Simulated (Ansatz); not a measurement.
**ClF₂H₃MoO₃: a ladder of functionals and wavefunction methods**

The task here is to estimate one member of a computed series from the others.

The runs use Ansatz 0.2.0, Gaussian basis; functionals in def2-TZVPP, the program's frozen cores in correlated methods.

Levels to be run: LDA (SPW92), PBE-D4, revPBE-D4, BLYP-D4, r2SCAN-D4, B97M-V, PBE0-D4, B3LYP-D4, r2SCANh-D4, r2SCAN0-D4, HSE06-D4, BHLYP-D4, CAM-B3LYP-D4, LC-ωPBE, ωB97X-V, ωB97M-V, B2PLYP, PBE-QIDH; CCSD(T)/def2-SVP; MP2/def2-TZVPP; MP2/def2-QZVPP; RPA on PBE.

### The geometry

An earlier PBE0-D4 in a triple-zeta def2 set relaxation fixed the geometry. Mo takes the def2 core potential; no spin-orbit term is included.

SMILES `[OH][Mo]([OH])([OH])([F])([F])[Cl]`, 10 atoms, charge 0, spin multiplicity 1.

Atoms are counted from 1 here; the program's logs count them from 0.

Bond lengths: O1–Mo2 1.847 Å, O1–H8 0.964 Å, Mo2–O3 1.854 Å, Mo2–O4 1.841 Å, Mo2–F5 1.863 Å, Mo2–F6 1.870 Å, Mo2–Cl7 2.342 Å, O3–H9 0.965 Å, O4–H10 0.963 Å. Angles: Mo2–O1–H8 122.2°, O1–Mo2–O3 92.4°, O1–Mo2–O4 92.7°, O1–Mo2–F5 83.1°, O1–Mo2–F6 165.7°, O1–Mo2–Cl7 100.5°, O3–Mo2–O4 93.7°, O3–Mo2–F5 100.3°, O3–Mo2–F6 81.7°, O3–Mo2–Cl7 166.8°, O4–Mo2–F5 165.5°, O4–Mo2–F6 100.6°, O4–Mo2–Cl7 83.2°, F5–Mo2–F6 85.2°, F5–Mo2–Cl7 83.9°, F6–Mo2–Cl7 86.3°, Mo2–O3–H9 119.2°, Mo2–O4–H10 124.9°.

Set-up of the first run:

The input, in.yaml:

```yaml
crystal:
  periodic: [false, false, false]
  atoms:
    - {symbol: O, position_ang: [-0.701214, -1.519380, -0.524928]}
    - {symbol: Mo, position_ang: [-0.086763, 0.119584, 0.064302]}
    - {symbol: O, position_ang: [1.026102, -0.664307, 1.323341]}
    - {symbol: O, position_ang: [1.224674, 0.189344, -1.225477]}
    - {symbol: F, position_ang: [-1.695593, 0.131850, 1.003407]}
    - {symbol: F, position_ang: [0.322928, 1.652691, 1.054155]}
    - {symbol: Cl, position_ang: [-1.218179, 1.553946, -1.401493]}
    - {symbol: H, position_ang: [-1.482424, -1.940272, -0.148491]}
    - {symbol: H, position_ang: [1.492228, -0.102590, 1.954740]}
    - {symbol: H, position_ang: [1.118241, 0.579135, -2.099547]}
basis:
  gaussian: {orbitals: def2-TZVPP}
hamiltonian: {xc: lda}
output: {orbitals: {seedname: orbitals}}
```

Command:

```console
$ ansatz run in.yaml --threads 4 --pin off --events-out ev --progress --plain --max-ram 11315MiB
```

Steps of the session up to this table: LDA; PBE-D4 (GGA); revPBE-D4 (GGA); BLYP-D4 (GGA); r2SCAN-D4 (meta-GGA); B97M-V (meta-GGA); B3LYP-D4 (hybrid); r2SCANh-D4 (hybrid); r2SCAN0-D4 (hybrid); HSE06-D4 (hybrid); BHLYP-D4 (hybrid); CAM-B3LYP-D4 (range-separated); LC-ωPBE (range-separated); ωB97X-V (range-separated); ωB97M-V (range-separated); B2PLYP (double hybrid); PBE-QIDH (double hybrid).

One table of the session follows, with a row left open; its other results are not shown here.

It belongs to the step «Orbital energies across the functionals». 

| functional | HOMO (eV) | LUMO (eV) | gap (eV) |
| --- | --- | --- | --- |
| LDA (SPW92) | -7.56 | -5.02 | 2.54 |
| PBE-D4 | -7.37 | -4.82 | 2.55 |
| revPBE-D4 | -7.29 | -4.73 | 2.56 |
| BLYP-D4 | -7.23 | -4.74 | 2.49 |
| r2SCAN-D4 | -7.74 | -4.93 | 2.81 |
| B97M-V | -7.83 | -4.94 | 2.89 |
| PBE0-D4 | -8.85 | -4.33 | 4.53 |
| B3LYP-D4 | -8.59 | -4.53 | 4.06 |
| r2SCANh-D4 | -8.29 | -4.72 | 3.56 |
| r2SCAN0-D4 | -9.11 | -4.39 | 4.72 |
| HSE06-D4 | -8.45 | -4.70 | 3.75 |
| BHLYP-D4 | -10.22 | -3.68 | 6.54 |
| CAM-B3LYP-D4 | -10.24 | -3.35 | 6.89 |
| LC-ωPBE | -11.61 | -2.24 | 9.37 |
| ωB97X-V | ? | ? | ? |
| ωB97M-V | -11.11 | -2.29 | 8.82 |

Q: Estimate the row for ωB97X-V from the others.

**Answer.** HOMO (eV): -11.24; LUMO (eV): -2.29; gap (eV): 8.95. In the column «HOMO (eV)» it lies between LC-ωPBE (-11.61) and ωB97M-V (-11.11).
